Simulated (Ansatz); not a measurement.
# CClF₂NSi: how energies converge with the basis set

An exercise on one series of results from a longer session: the logs are not shown, and one member is left open.

The runs use Ansatz 0.2.0, Gaussian basis; one geometry, several basis sets.

Levels to be run: PBE0-D4/def2-SVP; ωB97M-V/def2-SVP; PBE0-D4/def2-QZVPP; ωB97M-V/def2-QZVPP; the functionals' def2-TZVPP values are taken from earlier runs.

## Structure used throughout

An earlier PBE0-D4 in a triple-zeta def2 set relaxation fixed the geometry.

SMILES `N#C[Si](F)(F)Cl`, 6 atoms, charge 0, spin multiplicity 1.

Atoms are counted from 1 here; the program's logs count them from 0.

Bond lengths: N1–C2 1.150 Å, C2–Si3 1.827 Å, Si3–F4 1.567 Å, Si3–F5 1.567 Å, Si3–Cl6 1.998 Å. Angles: N1–C2–Si3 179.1°, C2–Si3–F4 108.2°, C2–Si3–F5 108.2°, C2–Si3–Cl6 110.3°, F4–Si3–F5 108.8°, F4–Si3–Cl6 110.6°, F5–Si3–Cl6 110.6°.

The first run:

Contents of in.yaml:

```yaml
crystal:
  periodic: [false, false, false]
  atoms:
    - {symbol: N, position_ang: [1.925378, -1.092185, 1.077400]}
    - {symbol: C, position_ang: [1.030126, -0.609278, 0.539955]}
    - {symbol: Si, position_ang: [-0.394400, 0.176655, -0.290268]}
    - {symbol: F, position_ang: [-1.487869, -0.920276, -0.527742]}
    - {symbol: F, position_ang: [0.087632, 0.719228, -1.679004]}
    - {symbol: Cl, position_ang: [-1.118867, 1.661857, 0.833359]}
basis:
  gaussian: {orbitals: def2-SVP}
hamiltonian: {xc: pbe0, dispersion: d4}
output: {orbitals: {seedname: orbitals}}
```

Steps of the session up to this table: PBE0-D4 in def2-SVP; ωB97M-V in def2-SVP; PBE0-D4 in def2-QZVPP; ωB97M-V in def2-QZVPP.

One table of the session follows, with a row left open; its other results are not shown here.

| functional | basis | HOMO (eV) |
| --- | --- | --- |
| PBE0-D4 | def2-SVP | -10.43 |
| PBE0-D4 | def2-TZVPP | -10.52 |
| PBE0-D4 | def2-QZVPP | -10.54 |
| ωB97M-V | def2-SVP | -12.66 |
| ωB97M-V | def2-TZVPP | ? |
| ωB97M-V | def2-QZVPP | -12.83 |

**Question.** Estimate the row for ωB97M-V, def2-TZVPP.

The run gave: HOMO (eV): -12.80. In the column «HOMO (eV)» it lies between ωB97M-V, def2-QZVPP (-12.83) and ωB97M-V, def2-SVP (-12.66).
